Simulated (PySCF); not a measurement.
**RuNH: one geometry, several methods**

How much do the numbers for RuNH (singlet) hang on the method? All levels run at one geometry, the PBE0 minimum.

Computed with PySCF 2.14.0. Level: several methods, basis Ru def2-TZVP with ECP28, N def2-TZVP, H def2-TZVP, scalar-relativistic core potentials, no spin–orbit coupling, density fitting.

## (1) The starting structure

3 atoms, charge 0, spin multiplicity 1.

Bond lengths: Ru1–N2 1.548 Å, Ru1–H3 1.633 Å. Angles: N2–Ru1–H3 105.9°.

```xyz
3
charge 0 multiplicity 1
Ru    0.1328    0.0000   -0.1249
N    -1.0708    0.0000    0.8479
H     1.4671    0.0000    0.8163
```

## (2) Fields at the lowest minimum

The plane holds Ru1 at (0.00, 0.00), N2 at (1.55, 0.00), H3 at (-0.45, 1.57) Å. Columns run from x = -2.55 to 3.75 Å, rows from y = 3.75 (top) to -1.95 Å, in steps of 0.3 Å. Electrons inside core potentials are absent.

Density (cut at 5 e/Å³):

Ten steps from '0' (0.000 e/Å³) to '9' (5.000 e/Å³), finer at the low end (step k begins (100^(k/10) - 1)/99 of the way up):
```
0000000000000000000000
0000000000000000000000
0000000000000000000000
0000000000000000000000
0000001111000000000000
0000112321100000000000
0000134543210000000000
0001236764211000000000
0001246764322111000000
0001235665433332100000
0001235788655654310000
0001236999977887531000
0001248977988998631000
0000248977988998631000
0000136999977887531000
0000024688655655320000
0000012344433332210000
0000001122211111000000
0000000000000000000000
0000000000000000000000
```

ELF (0 where the density is under 0.005 e/Å³):

Ten even steps from '0' (0.00) to '9' (1.00):
```
0000000000000000000000
0000000000000000000000
0000000500000000000000
0000589998400000000000
0006999999830000000000
0048999999841000000000
0069999999831000000000
0379999999621111000000
0368999997312333210000
0356777642114666532000
0343222355326888764100
0221113678737778886300
0210026800847037997400
0100027800757038998500
0000014788647779987400
0000001466326788876300
0000000122114667664100
0000000000001344431000
0000000000000122100000
0000000000000000000000
```

Lowest empty orbital at -3.07 eV (sign arbitrary; one member if degenerate):

Ten even steps from '0' (-0.68 Å^-3/2) to '9' (0.63 Å^-3/2):
```
5555555555555555555555
5555555555555555555555
5555555555555555555555
5555555455555555555555
5555544444555555555555
5555444444555555555555
5554444444555444445555
5554444345555444444555
5554444445555444444455
5554444456655444444455
5554443357764333344455
5555442149964212344455
5555543036655302344455
5555555562036885444555
5556667871146886555555
5556678875456776555555
5556677876666666555555
5556667776666665555555
5556666666666555555555
5555666666665555555555
```

Values on the line from Ru1 (at 0) through N2 (at 1.548 Å):

```csv
distance (Å),density (e/Å³),ELF,electrostatic potential (V)
0.77,2.93,0.51,41.6
0.93,2.74,0.648,34.1
1.08,3.42,0.731,50.7
1.24,4.59,0.218,113
1.39,28.6,0.734,349
1.62,185,0.999,904
1.78,7.36,0.111,185
1.93,3.44,0.687,68
2.09,2.01,0.913,27.5
2.24,1.06,0.931,11.2
2.40,0.524,0.927,4.38
```

Making the fields ran for 0.7 s (2 threads of Intel Xeon Platinum 8488C (Sapphire Rapids), shared host).

## (3) PBE0

The steps are one call of a driver around PySCF; scf.py gives each level's set-up. Each SCF starts from the density of the minimum. The driver also runs the species with one electron less or more at the same geometry; their logs are not shown.

Contents of scf.py:

```python
from pyscf import gto, scf, dft
mol = gto.M(atom='''
Ru     0.132756     0.000000    -0.124850
N     -1.070751     0.000000     0.847944
H      1.467121     0.000000     0.816283''',
    basis={'Ru': 'def2-TZVP', 'N': 'def2-TZVP', 'H': 'def2-TZVP'},
    ecp={'Ru': 'def2-TZVP'},
    charge=0, spin=0)
mf = dft.RKS(mol, xc='PBE0')
mf.grids.atom_grid = (75, 302)
aux = {'Ru': 'def2-universal-JKFIT', 'N': 'def2-universal-JKFIT', 'H': 'def2-universal-JKFIT'}
mf = mf.density_fit(auxbasis=aux)
mf.conv_tol = 1e-08
mf.diis_space = 10
mf.max_cycle = 60
mf.verbose = 4
mf.kernel()
```

The run is started by

```console
OMP_NUM_THREADS=2 python axn.py task.json out
```

The program printed:

```text
init E= -150.107610048971
  HOMO = -0.220805018059041  LUMO = -0.112664376979859  gap/eV = 2.94266
cycle= 1 E= -150.107610048973  delta_E= -1.62e-12  |g|= 7.03e-06  |ddm|= 1.22e-05
  HOMO = -0.2208062360341  LUMO = -0.11266573446151  gap/eV = 2.94265
Extra cycle  E= -150.107610048955  delta_E= 1.81e-11  |g|= 1.19e-05  |ddm|= 1.48e-05
converged SCF energy = -150.107610048955
```

This level, with the species of one electron less or more, took 1.3 s.

- energy: -150.107610 Eh
- one electron less (charge +1): -149.801565 Eh (doublet, ⟨S²⟩ 0.76)
- one electron more (charge -1): -150.153329 Eh (doublet, ⟨S²⟩ 0.77)
- Mulliken charge of Ru1: +0.45 e

## (4) HF

Edit scf.py of step 3 so:

```diff
@@ -9,2 +9 @@
-mf = dft.RKS(mol, xc='PBE0')
-mf.grids.atom_grid = (75, 302)
+mf = scf.RHF(mol)
```

The program printed, shortened:

```text
[... the frontier levels of the middle cycles are left out ...]
init E= -148.996466062672
  HOMO = -0.315658101751415  LUMO = 0.00256295334012613  gap/eV = 8.65924
cycle= 1 E= -149.011521510223  delta_E= -0.0151  |g|= 0.0914  |ddm|= 0.306
  HOMO = -0.336024872005288  LUMO = -0.0100353253157603  gap/eV = 8.87063
cycle= 2 E= -149.011642369323  delta_E= -0.000121  |g|= 0.12  |ddm|= 0.126
  HOMO = -0.327691627063292  LUMO = -0.00520181766868255  gap/eV = 8.77539
cycle= 3 E= -149.014161081418  delta_E= -0.00252  |g|= 0.029  |ddm|= 0.0689
cycle= 4 E= -149.01456481907  delta_E= -0.000404  |g|= 0.0111  |ddm|= 0.0402
cycle= 5 E= -149.014745840357  delta_E= -0.000181  |g|= 0.00675  |ddm|= 0.027
cycle= 6 E= -149.014860999766  delta_E= -0.000115  |g|= 0.00519  |ddm|= 0.0221
cycle= 7 E= -149.01498093719  delta_E= -0.00012  |g|= 0.00363  |ddm|= 0.0312
cycle= 8 E= -149.015054787641  delta_E= -7.39e-05  |g|= 0.00231  |ddm|= 0.0299
cycle= 9 E= -149.015082758387  delta_E= -2.8e-05  |g|= 0.00139  |ddm|= 0.018
cycle= 10 E= -149.015091590609  delta_E= -8.83e-06  |g|= 0.000829  |ddm|= 0.0103
cycle= 11 E= -149.015094623206  delta_E= -3.03e-06  |g|= 0.000384  |ddm|= 0.00626
cycle= 12 E= -149.01509518133  delta_E= -5.58e-07  |g|= 0.000201  |ddm|= 0.00251
cycle= 13 E= -149.015095316967  delta_E= -1.36e-07  |g|= 9.56e-05  |ddm|= 0.00136
cycle= 14 E= -149.015095329606  delta_E= -1.26e-08  |g|= 5.38e-05  |ddm|= 0.000244
cycle= 15 E= -149.015095336107  delta_E= -6.5e-09  |g|= 2.37e-05  |ddm|= 0.000235
  HOMO = -0.330730067135097  LUMO = -0.00606493399050656  gap/eV = 8.83459
Extra cycle  E= -149.015095336731  delta_E= -6.24e-10  |g|= 1.59e-05  |ddm|= 4.77e-05
converged SCF energy = -149.015095336731
```

This level, with the species of one electron less or more, took 2.1 s.

| Quantity | Value |
| --- | --- |
| energy | -149.015095 Eh |
| one electron less (charge +1) | -148.777542 Eh (doublet, ⟨S²⟩ 1.73) |
| one electron more (charge -1) | -149.041122 Eh (doublet, ⟨S²⟩ 0.91) |
| Mulliken charge of Ru1 | +0.68 e |

## (5) PBE

Edit scf.py of step 4 so:

```diff
@@ -9 +9,2 @@
-mf = scf.RHF(mol)
+mf = dft.RKS(mol, xc='PBE')
+mf.grids.atom_grid = (75, 302)
```

The program printed, shortened:

```text
[... the frontier levels of the middle cycles are left out ...]
init E= -150.172408118932
  HOMO = -0.172554590960518  LUMO = -0.148764773486279  gap/eV = 0.64735
cycle= 1 E= -150.174078046554  delta_E= -0.00167  |g|= 0.0594  |ddm|= 0.295
  HOMO = -0.175624977246917  LUMO = -0.152916981735711  gap/eV = 0.61792
cycle= 2 E= -150.162130834197  delta_E= 0.0119  |g|= 0.255  |ddm|= 0.319
  HOMO = -0.179384021085053  LUMO = -0.152734280680585  gap/eV = 0.72518
cycle= 3 E= -150.173845962049  delta_E= -0.0117  |g|= 0.0794  |ddm|= 0.154
cycle= 4 E= -150.175133140853  delta_E= -0.00129  |g|= 0.0105  |ddm|= 0.0928
cycle= 5 E= -150.175148551374  delta_E= -1.54e-05  |g|= 0.00554  |ddm|= 0.0121
cycle= 6 E= -150.175157040412  delta_E= -8.49e-06  |g|= 0.000949  |ddm|= 0.00646
cycle= 7 E= -150.175157240056  delta_E= -2e-07  |g|= 0.000265  |ddm|= 0.00159
cycle= 8 E= -150.175157253439  delta_E= -1.34e-08  |g|= 4.19e-05  |ddm|= 0.000159
cycle= 9 E= -150.17515725379  delta_E= -3.51e-10  |g|= 6.74e-06  |ddm|= 3.93e-05
  HOMO = -0.175539601807698  LUMO = -0.150944630527549  gap/eV = 0.66926
Extra cycle  E= -150.175157253657  delta_E= 1.34e-10  |g|= 2.77e-05  |ddm|= 4.35e-05
converged SCF energy = -150.175157253657
```

This level, with the species of one electron less or more, took 3.8 s.

| Property | Result |
| --- | --- |
| energy | -150.175157 Eh |
| one electron less (charge +1) | -149.867880 Eh (doublet, ⟨S²⟩ 0.75) |
| one electron more (charge -1) | -150.221270 Eh (doublet, ⟨S²⟩ 0.76) |
| Mulliken charge of Ru1 | +0.37 e |

## (6) B3LYP

Edit scf.py of step 5 so:

```diff
@@ -9 +9 @@
-mf = dft.RKS(mol, xc='PBE')
+mf = dft.RKS(mol, xc='B3LYP')
```

The program printed, shortened:

```text
[... the frontier levels of the middle cycles are left out ...]
init E= -150.224731249207
  HOMO = -0.21129566432033  LUMO = -0.124237217788476  gap/eV = 2.36898
cycle= 1 E= -150.225385563888  delta_E= -0.000654  |g|= 0.049  |ddm|= 0.132
  HOMO = -0.220688985076455  LUMO = -0.128026196566962  gap/eV = 2.52148
cycle= 2 E= -150.217074304201  delta_E= 0.00831  |g|= 0.221  |ddm|= 0.115
  HOMO = -0.214641830583574  LUMO = -0.125929300633103  gap/eV = 2.41399
cycle= 3 E= -150.225808447924  delta_E= -0.00873  |g|= 0.00987  |ddm|= 0.0941
cycle= 4 E= -150.225823996264  delta_E= -1.55e-05  |g|= 0.00153  |ddm|= 0.0083
cycle= 5 E= -150.225824838157  delta_E= -8.42e-07  |g|= 0.000494  |ddm|= 0.00209
cycle= 6 E= -150.225825246343  delta_E= -4.08e-07  |g|= 0.000466  |ddm|= 0.00209
cycle= 7 E= -150.22582548182  delta_E= -2.35e-07  |g|= 0.000185  |ddm|= 0.00193
cycle= 8 E= -150.225825530658  delta_E= -4.88e-08  |g|= 6.89e-05  |ddm|= 0.00106
cycle= 9 E= -150.225825533554  delta_E= -2.9e-09  |g|= 1.02e-05  |ddm|= 0.00024
  HOMO = -0.214751008888468  LUMO = -0.126240680844177  gap/eV = 2.40849
Extra cycle  E= -150.225825533658  delta_E= -1.04e-10  |g|= 9.35e-06  |ddm|= 3.11e-05
converged SCF energy = -150.225825533658
```

This level, with the species of one electron less or more, ran for 3.3 s (2 threads of Intel Xeon Platinum 8488C (Sapphire Rapids), shared host).

* energy: -150.225826 Eh
* one electron less (charge +1): -149.914300 Eh (doublet, ⟨S²⟩ 0.76)
* one electron more (charge -1): -150.273959 Eh (doublet, ⟨S²⟩ 0.76)
* Mulliken charge of Ru1: +0.46 e

## (7) r2SCAN

Edit scf.py of step 6 so:

```diff
@@ -9,2 +9,2 @@
-mf = dft.RKS(mol, xc='B3LYP')
-mf.grids.atom_grid = (75, 302)
+mf = dft.RKS(mol, xc='R2SCAN')
+mf.grids.atom_grid = (90, 434)
```

The program printed, shortened:

```text
[... the frontier levels of the middle cycles are left out ...]
init E= -150.202233730605
  HOMO = -0.182755784268309  LUMO = -0.143955224942756  gap/eV = 1.05582
cycle= 1 E= -150.203350719499  delta_E= -0.00112  |g|= 0.0486  |ddm|= 0.201
  HOMO = -0.174500287841562  LUMO = -0.140937098952159  gap/eV = 0.91330
cycle= 2 E= -150.192159771222  delta_E= 0.0112  |g|= 0.254  |ddm|= 0.132
  HOMO = -0.181356254835928  LUMO = -0.143624534135327  gap/eV = 1.02673
cycle= 3 E= -150.203718499104  delta_E= -0.0116  |g|= 0.0195  |ddm|= 0.109
cycle= 4 E= -150.203806303302  delta_E= -8.78e-05  |g|= 0.00526  |ddm|= 0.0256
cycle= 5 E= -150.203812971553  delta_E= -6.67e-06  |g|= 0.00175  |ddm|= 0.00695
cycle= 6 E= -150.203813594564  delta_E= -6.23e-07  |g|= 0.00055  |ddm|= 0.00184
cycle= 7 E= -150.203813674084  delta_E= -7.95e-08  |g|= 0.000198  |ddm|= 0.000811
cycle= 8 E= -150.203813682354  delta_E= -8.27e-09  |g|= 3.06e-05  |ddm|= 0.000218
  HOMO = -0.181763698972828  LUMO = -0.144143029165791  gap/eV = 1.02371
Extra cycle  E= -150.203813678989  delta_E= 3.37e-09  |g|= 0.000142  |ddm|= 8.31e-05
converged SCF energy = -150.203813678989
```

This level, with the species of one electron less or more, took 9.6 s.

| Property | Result |
| --- | --- |
| energy | -150.203814 Eh |
| one electron less (charge +1) | -149.901019 Eh (doublet, ⟨S²⟩ 0.77) |
| one electron more (charge -1) | -150.253766 Eh (doublet, ⟨S²⟩ 0.78) |
| Mulliken charge of Ru1 | +0.45 e |

## (8) TPSSh

Edit scf.py of step 7 so:

```diff
@@ -9 +9 @@
-mf = dft.RKS(mol, xc='R2SCAN')
+mf = dft.RKS(mol, xc='TPSSH')
```

The program printed, shortened:

```text
[... the frontier levels of the middle cycles are left out ...]
init E= -150.164481312223
  HOMO = -0.190750848447072  LUMO = -0.128188430471697  gap/eV = 1.70241
cycle= 1 E= -150.164558800924  delta_E= -7.75e-05  |g|= 0.0643  |ddm|= 0.0901
  HOMO = -0.202542644445117  LUMO = -0.133737228661102  gap/eV = 1.87229
cycle= 2 E= -150.145956177217  delta_E= 0.0186  |g|= 0.33  |ddm|= 0.167
  HOMO = -0.19359758357256  LUMO = -0.130440732178769  gap/eV = 1.71859
cycle= 3 E= -150.165250347997  delta_E= -0.0193  |g|= 0.0152  |ddm|= 0.139
cycle= 4 E= -150.165304816967  delta_E= -5.45e-05  |g|= 0.00374  |ddm|= 0.0167
cycle= 5 E= -150.165307869201  delta_E= -3.05e-06  |g|= 0.000989  |ddm|= 0.00368
cycle= 6 E= -150.165308486579  delta_E= -6.17e-07  |g|= 0.00052  |ddm|= 0.00309
cycle= 7 E= -150.16530863214  delta_E= -1.46e-07  |g|= 0.00015  |ddm|= 0.00136
cycle= 8 E= -150.165308652086  delta_E= -1.99e-08  |g|= 5.81e-05  |ddm|= 0.000608
cycle= 9 E= -150.165308654609  delta_E= -2.52e-09  |g|= 1.38e-05  |ddm|= 0.00022
  HOMO = -0.193071764630213  LUMO = -0.129851153497837  gap/eV = 1.72032
Extra cycle  E= -150.165308654551  delta_E= 5.75e-11  |g|= 2.99e-05  |ddm|= 4.75e-05
converged SCF energy = -150.165308654551
```

This level, with the species of one electron less or more, took 10 s.

| Property | Result |
| --- | --- |
| energy | -150.165309 Eh |
| one electron less (charge +1) | -149.862973 Eh (doublet, ⟨S²⟩ 0.76) |
| one electron more (charge -1) | -150.209773 Eh (doublet, ⟨S²⟩ 0.76) |
| Mulliken charge of Ru1 | +0.44 e |

## (9) BHandHLYP

Edit scf.py of step 8 so:

```diff
@@ -9,2 +9,2 @@
-mf = dft.RKS(mol, xc='TPSSH')
-mf.grids.atom_grid = (90, 434)
+mf = dft.RKS(mol, xc='BHANDHLYP')
+mf.grids.atom_grid = (75, 302)
```

The program printed, shortened:

```text
[... the frontier levels of the middle cycles are left out ...]
init E= -150.002506243019
  HOMO = -0.261117401024551  LUMO = -0.0790049936319885  gap/eV = 4.95553
cycle= 1 E= -150.003660467096  delta_E= -0.00115  |g|= 0.0536  |ddm|= 0.127
  HOMO = -0.270752444534963  LUMO = -0.0851722111856752  gap/eV = 5.04990
cycle= 2 E= -149.999313523583  delta_E= 0.00435  |g|= 0.167  |ddm|= 0.104
  HOMO = -0.264687507281268  LUMO = -0.0820450987772183  gap/eV = 4.96995
cycle= 3 E= -150.004265484779  delta_E= -0.00495  |g|= 0.00531  |ddm|= 0.074
cycle= 4 E= -150.004289140017  delta_E= -2.37e-05  |g|= 0.00339  |ddm|= 0.0119
cycle= 5 E= -150.004304554695  delta_E= -1.54e-05  |g|= 0.00176  |ddm|= 0.00916
cycle= 6 E= -150.004313091044  delta_E= -8.54e-06  |g|= 0.00113  |ddm|= 0.00724
cycle= 7 E= -150.004321336054  delta_E= -8.25e-06  |g|= 0.000711  |ddm|= 0.0116
cycle= 8 E= -150.004323276305  delta_E= -1.94e-06  |g|= 0.000295  |ddm|= 0.00573
cycle= 9 E= -150.004323674106  delta_E= -3.98e-07  |g|= 0.000105  |ddm|= 0.00253
cycle= 10 E= -150.004323724779  delta_E= -5.07e-08  |g|= 3.83e-05  |ddm|= 0.000922
cycle= 11 E= -150.004323729273  delta_E= -4.49e-09  |g|= 1.24e-05  |ddm|= 0.000222
  HOMO = -0.264882490681083  LUMO = -0.0813906499511532  gap/eV = 4.99307
Extra cycle  E= -150.004323729455  delta_E= -1.83e-10  |g|= 1.67e-05  |ddm|= 2.79e-05
converged SCF energy = -150.004323729455
```

This level, with the species of one electron less or more, took 3.6 s.

```
energy                        : -150.004324 Eh
one electron less (charge +1) : -149.699998 Eh (doublet, ⟨S²⟩ 0.81)
one electron more (charge -1) : -150.047033 Eh (doublet, ⟨S²⟩ 0.77)
Mulliken charge of Ru1        : +0.54 e
```

## (10) HSE06

Edit scf.py of step 9 so:

```diff
@@ -9 +9 @@
-mf = dft.RKS(mol, xc='BHANDHLYP')
+mf = dft.RKS(mol, xc='HSE06')
```

The program printed, shortened:

```text
[... the frontier levels of the middle cycles are left out ...]
init E= -150.11160720844
  HOMO = -0.205836073719885  LUMO = -0.127051840273699  gap/eV = 2.14383
cycle= 1 E= -150.111620298895  delta_E= -1.31e-05  |g|= 0.0116  |ddm|= 0.0306
  HOMO = -0.208522198533686  LUMO = -0.128343557953441  gap/eV = 2.18177
cycle= 2 E= -150.111143777794  delta_E= 0.000477  |g|= 0.0529  |ddm|= 0.0281
  HOMO = -0.206934549324695  LUMO = -0.1277120498605  gap/eV = 2.15575
cycle= 3 E= -150.111642782345  delta_E= -0.000499  |g|= 0.00301  |ddm|= 0.0228
cycle= 4 E= -150.111644443258  delta_E= -1.66e-06  |g|= 0.000466  |ddm|= 0.00257
cycle= 5 E= -150.111644475277  delta_E= -3.2e-08  |g|= 0.000188  |ddm|= 0.000557
cycle= 6 E= -150.111644502469  delta_E= -2.72e-08  |g|= 8.27e-05  |ddm|= 0.000337
cycle= 7 E= -150.111644589144  delta_E= -8.67e-08  |g|= 3.88e-05  |ddm|= 0.000302
cycle= 8 E= -150.111644590859  delta_E= -1.71e-09  |g|= 7.17e-06  |ddm|= 0.000196
  HOMO = -0.206765954825432  LUMO = -0.127614032166578  gap/eV = 2.15383
Extra cycle  E= -150.111644590755  delta_E= 1.04e-10  |g|= 2.84e-05  |ddm|= 2.65e-05
converged SCF energy = -150.111644590755
```

This level, with the species of one electron less or more, ran for 4.6 s (2 threads of Intel Xeon Platinum 8488C (Sapphire Rapids), shared host).

```
energy                        : -150.111645 Eh
one electron less (charge +1) : -149.804677 Eh (doublet, ⟨S²⟩ 0.76)
one electron more (charge -1) : -150.158253 Eh (doublet, ⟨S²⟩ 0.77)
Mulliken charge of Ru1        : +0.46 e
```

## (11) Comparison of the levels

| level | atomisation energy (kJ/mol) | vertical ionisation energy (eV) | vertical electron affinity (eV) | −ε(HOMO) (eV) | gap (eV) | dipole (D) | wall time |
| --- | --- | --- | --- | --- | --- | --- | --- |
| PBE0 | 705 | 8.33 | 1.24 | 6.01 | 2.94 | 3.34 | 1.3 s |
| HF | -23 | 6.46 | 0.71 | 9.00 | 8.83 | 4.41 | 2.1 s |
| PBE | 856 | 8.36 | 1.25 | 4.78 | 0.67 | 2.87 | 3.8 s |
| B3LYP | 738 | 8.48 | 1.31 | 5.84 | 2.41 | 3.22 | 3.3 s |
| r2SCAN | 749 | 8.24 | 1.36 | 4.95 | 1.02 | 3.09 | 9.6 s |
| TPSSh | 741 | 8.23 | 1.21 | 5.25 | 1.72 | 3.26 | 10 s |
| BHandHLYP | 553 | 8.28 | 1.16 | 7.21 | 4.99 | 3.72 | 3.6 s |
| HSE06 | 702 | 8.35 | 1.27 | 5.63 | 2.15 | 3.31 | 4.6 s |

Times are for 2 threads of Intel Xeon Platinum 8488C (Sapphire Rapids), shared host; PBE0 starts from its own converged density, so its time is not comparable. A dash stands where a species or a free atom was not run at that level, or the quantity is not defined.

Atomisation goes to high-spin atoms in their ground configurations, run at the same level, without zero-point energy.

## (12) Results

```
                         quantity                          value
        atomisation energy, range   -23 (HF) to 856 (PBE) kJ/mol
vertical ionisation energy, range   6.46 (HF) to 8.48 (B3LYP) eV
vertical electron affinity, range  0.71 (HF) to 1.36 (r2SCAN) eV
               orbital gap, range     0.67 (PBE) to 8.83 (HF) eV
```

**Reading.** The atomisation energy spreads over 879 kJ/mol, from HF to PBE; without a CCSD(T) value for it there is no yardstick here. Spin contamination is strong in at least one of the open-shell species at HF. Without diffuse functions electron affinities tend to come out too low. Whether spin polarisation would lower the closed shell was not checked.
